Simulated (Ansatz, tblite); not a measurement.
**Si(NMe2)Cl3 (C₂H₆Cl₃NSi): a ladder of methods and basis sets**

How do method and basis change the picture of Si(NMe2)Cl3 (C₂H₆Cl₃NSi) (singlet)?

Program: Ansatz 0.2.0, Gaussian basis. Level of theory: as each input shows. These are calculated values, not measurements.

Plan: GFN1-xTB, GFN2-xTB, PBE-D4/def2-TZVP, r2SCAN-D4/def2-TZVP, ωB97X-V/def2-TZVP, HF/def2-TZVP, LC-ωPBE/def2-TZVP, PBE-D4/def2-SVP, PBE0-D4/def2-SVP, HF/STO-3G, CCSD(T)/def2-SVP, MP2/def2-TZVP.

2 further runs of the same task are left out: 2 set aside as unsound or not needed. Runs told in other sessions of the task aren't counted.

### 1 The geometry

The geometry is that of the singlet, from an earlier relaxation (r2SCAN-D4/def2-SVP).

13 atoms, charge 0, spin multiplicity 1.

Bond lengths: C1–N6 1.454 Å, C1–H8 1.105 Å, C1–H9 1.099 Å, C1–H10 1.107 Å, C2–N6 1.454 Å, C2–H11 1.099 Å, C2–H12 1.107 Å, C2–H13 1.105 Å, Cl3–Si7 2.055 Å, Cl4–Si7 2.056 Å, Cl5–Si7 2.067 Å, N6–Si7 1.704 Å. Angles: N6–C1–H8 110.0°, N6–C1–H9 110.9°, N6–C1–H10 111.8°, H8–C1–H9 107.8°, H8–C1–H10 107.9°, H9–C1–H10 108.4°, N6–C2–H11 110.9°, N6–C2–H12 111.8°, N6–C2–H13 110.0°, H11–C2–H12 108.4°, H11–C2–H13 107.7°, H12–C2–H13 107.9°, C1–N6–C2 113.6°, C1–N6–Si7 122.3°, C2–N6–Si7 121.8°, Cl3–Si7–Cl4 109.3°, Cl3–Si7–Cl5 106.9°, Cl3–Si7–N6 109.7° and more.

As a file:

```xyz
13

C     1.0798   -0.5623    0.9007
C    -1.0579    0.6000    0.8920
Cl    1.9014   -0.0612   -2.3623
Cl   -1.0039    1.6127   -2.3655
Cl   -0.9784   -1.6929   -2.2674
N     0.0744    0.1293    0.1098
Si   -0.0008   -0.0037   -1.5868
H     1.4642    0.1065    1.6919
H     1.9304   -0.8643    0.2744
H     0.6686   -1.4665    1.3903
H    -1.7696    1.1486    0.2594
H    -1.5971   -0.2350    1.3801
H    -0.7110    1.2888    1.6834
```

PBE0-D4/def2-TZVP was run before; its log isn't repeated, and its numbers join the tables.

### 2 GFN1-xTB

Tight binding, by tblite at 300 K electronic temperature and without a spin-polarisation term:

```python
tblite.interface.Calculator('GFN1-xTB', numbers, positions, charge=0, uhf=0).singlepoint()
```

Energy -693.5642 eV, HOMO -10.62 eV, LUMO -4.12 eV; 0.01 s.

### 3 GFN2-xTB

Tight binding, by tblite at 300 K electronic temperature and without a spin-polarisation term:

```python
tblite.interface.Calculator('GFN2-xTB', numbers, positions, charge=0, uhf=0).singlepoint()
```

Energy -701.7151 eV, HOMO -10.73 eV, LUMO -5.23 eV; 0.009 s.

### 4 PBE-D4/def2-TZVP

start.molden holds the orbitals of an earlier run on this state, given as this run's starting guess.

Contents of in.yaml:

```yaml
crystal:
  periodic: [false, false, false]
  atoms:
    - {symbol: C, position_ang: [1.079765, -0.562333, 0.900717]}
    - {symbol: C, position_ang: [-1.057940, 0.600017, 0.892011]}
    - {symbol: Cl, position_ang: [1.901416, -0.061229, -2.362316]}
    - {symbol: Cl, position_ang: [-1.003923, 1.612719, -2.365517]}
    - {symbol: Cl, position_ang: [-0.978387, -1.692928, -2.267407]}
    - {symbol: N, position_ang: [0.074375, 0.129290, 0.109823]}
    - {symbol: Si, position_ang: [-0.000787, -0.003664, -1.586825]}
    - {symbol: H, position_ang: [1.464208, 0.106530, 1.691888]}
    - {symbol: H, position_ang: [1.930400, -0.864346, 0.274395]}
    - {symbol: H, position_ang: [0.668557, -1.466474, 1.390304]}
    - {symbol: H, position_ang: [-1.769577, 1.148593, 0.259420]}
    - {symbol: H, position_ang: [-1.597099, -0.235011, 1.380136]}
    - {symbol: H, position_ang: [-0.710998, 1.288824, 1.683369]}
basis:
  gaussian: {orbitals: def2-TZVP, initial_orbitals: start.molden}
hamiltonian: {xc: pbe, dispersion: d4}
scf: {omitted_lower_state_checks: [starts]}
output: {forces: true, orbitals: {seedname: orbitals}}
```

Run with:

```sh
$ ansatz run in.yaml --threads 4 --pin off --events-out ev --progress --plain --max-ram 4787MiB
```

The runs that follow: r2SCAN-D4/def2-TZVP; ωB97X-V/def2-TZVP; HF/def2-TZVP; LC-ωPBE/def2-TZVP; PBE-D4/def2-SVP; PBE0-D4/def2-SVP; HF/STO-3G; CCSD(T)/def2-SVP; MP2/def2-TZVP.

Q: Predict the results of all the runs planned. Wanted: gap in def2-TZVP, named functionals and Hartree-Fock, smallest and largest; correlation energy, CCSD(T)/def2-SVP; correlation energy, MP2/def2-TZVP; binding an atom, CCSD(T)/def2-SVP; PBE0 total energy, smallest basis above largest.

**Answer**, as computed:

```
                                                                  quantity                            value
gap in def2-TZVP, named functionals and Hartree-Fock, smallest and largest  4.89 eV (PBE-D4), 14.11 eV (HF)
                                      correlation energy, CCSD(T)/def2-SVP                        -28.36 eV
                                         correlation energy, MP2/def2-TZVP                        -33.06 eV
                                         binding an atom, CCSD(T)/def2-SVP                         3.572 eV
                           PBE0 total energy, smallest basis above largest   19.83 eV (def2-SVP, def2-TZVP)
```

In words: Orbital gaps of the named functionals and Hartree-Fock in def2-TZVP span 4.89 eV (PBE-D4) to 14.11 eV (HF); exact exchange widens it. A small miss in a minimal or small basis is a cancelling of errors, not accuracy. The functionals in def2-TZVP miss CCSD(T)/def2-SVP by +0.217 (LC-ωPBE) to +0.322 eV (PBE-D4) an atom. The yardstick is in a double-zeta basis, so levels in larger sets aren't compared like for like. The reference is CCSD(T) in one finite basis, so it carries an error of its own, often a tenth of an eV or more, and near misses can't be ranked.
